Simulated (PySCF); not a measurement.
# CH₁₁GeN₄Si−: electronic excitations

Wanted: the electronic excitations of CH₁₁GeN₄Si− (`CN[Si](N)(N)[N-][GeH3]`), by calculation.

The runs use PySCF 2.14.0, with density-fitted response routines of our own; the level of theory stands in each step. All values are computed, except where a source is named. Atoms count from 0, in the outputs and in this text.

## 1. Starting geometry

18 atoms, charge -1, multiplicity 1; geometry from: GFN2-xTB.

Bonds of the start (Å): C0–N1 1.43, N1–Si2 1.76, Si2–N3 1.77, Si2–N4 1.77, Si2–N5 1.68, N5–Ge6 1.74, C0–H7 1.10, C0–H8 1.09, C0–H9 1.10, N1–H10 1.01, N3–H11 1.01, N3–H12 1.01, N4–H13 1.01, N4–H14 1.01, Ge6–H15 1.54, Ge6–H16 1.55, Ge6–H17 1.56.

## 2. Ultraviolet spectrum: PBE0/def2-SVPD

What the job is given:

```
{"job": {"kind": "uv", "xc": "PBE0", "basis": "def2-SVPD", "nstates": 8, "ntriplets": 3}, "charge": -1, "multiplicity": 1}
C     -0.939064     1.930470    -0.639128
N     -0.831255     0.620054    -1.206303
Si    -0.417234    -0.697746    -0.116946
N     -1.926404    -1.231123     0.649112
N     -0.179069    -1.984868    -1.310884
N      0.754461    -0.393668     1.052760
Ge     2.344453     0.295267     0.872681
H     -1.836129     2.075791    -0.013901
H     -0.067392     2.089597    -0.006101
H     -0.947952     2.699147    -1.424197
H     -1.640762     0.408203    -1.774601
H     -2.072488    -0.749683     1.524860
H     -1.903519    -2.217719     0.860400
H      0.210537    -2.804980    -0.869294
H      0.481955    -1.695238    -2.017246
H      3.049453     0.265092     2.236741
H      2.517776     1.779276     0.452014
H      3.393873    -0.381555    -0.054910
```

Level: TDDFT PBE0/def2-SVPD, vertical, gas phase, core orbitals frozen in the response.

On the command line:

```console
> OMP_NUM_THREADS=1 python probes_run.py task.json out
```

One launch serves the whole session: the jobs run in the order shown.

Predict these results of the whole session: lowest singlet (PBE0/def2-SVPD); brightest single state of those computed; lowest triplet.

As calculated:

```
                                quantity                        value
         lowest singlet (PBE0/def2-SVPD)  4.36 eV (284 nm), f = 0.014
brightest single state of those computed  state 4, 5.01 eV, f = 0.050
                          lowest triplet                      4.25 eV
```

In words: The lowest singlet, at 4.36 eV, is HOMO→LUMO 0.96 and is weak; of the 8 states computed, the strongest absorption comes from state 4 at 5.01 eV. The lowest triplet lies 0.11 eV below the lowest singlet (triplets in Tamm-Dancoff, singlets in full TDDFT). The lowest singlet lies above −ε(HOMO); no detachment energy was computed, so the anion's states may not be bound.
